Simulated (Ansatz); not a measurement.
# In2SiS: the cost of one run

Program: Ansatz 0.2.0. Level of theory: DFT PBE, scalar-relativistic, plane waves, PAW. These are calculated values, not measurements.

**1. The system as given**

Symmetry: P-6m2, No. 187, hexagonal system. Conventional cell: a = 3.619 Å, b = 3.619 Å, c = 8.127 Å, α = 90.00°, β = 90.00°, γ = 120.00°. In (site symmetry 3m) is surrounded by 3 S at 2.49 Å and 1 In at 2.71 Å and 3 Si at 3.42 Å. Si (site symmetry -6m2) is surrounded by 6 In at 3.42 Å. S (site symmetry -6m2) has 6 In at 2.49 Å as nearest neighbours.

Structure file:

```
CELL_PARAMETERS angstrom
3.61913 0.00000 0.00000
-1.80956 3.13426 0.00000
0.00000 0.00000 8.12718
ATOMIC_POSITIONS crystal
In 0.66667 0.33333 0.66693
In 0.66667 0.33333 0.33307
Si 0.00000 0.00000 0.00000
S 0.00000 0.00000 0.50000
```

Recipe of the guess: random cell by space group and Wyckoff sites (P-6m2, No. 187). Lengths come from tabulated atomic sizes and are only a guess.

**2. Probe: one point on a coarse mesh**

File input.yaml:

```yaml
crystal:
  lattice:
    - [3.61912894, 0.0, 0.0]
    - [-1.80956447, 3.1342576, 0.0]
    - [0.0, 0.0, 8.12717511]
  atoms:
    - { symbol: In, position: [0.66666667, 0.33333333, 0.66692519] }
    - { symbol: In, position: [0.66666667, 0.33333333, 0.33307481] }
    - { symbol: Si, position: [0.0, 0.0, 0.0] }
    - { symbol: S, position: [0.0, 0.0, 0.5] }
basis:
  ecutwfc: 420
kpoints:
  mp_grid: { grid: [6, 6, 2] }
hamiltonian:
  xc: pbe
scf:
  occupations: { method: gaussian, width: 0.1 }
  lower_state_search: "off"
output:
  forces: true
  stress: true
  eigenvalues: true
```

Command:

```bash
ansatz run input.yaml --threads 1 --pin off --max-ram 2560MiB --backend cpu --events-out ev --progress --plain --runs-dir out
```

**Question.** How long does this run take on 1 thread of Arm Neoverse V2, shared host, and how much memory does it need?

About 2.2 s, with a peak of 0.3 GiB.
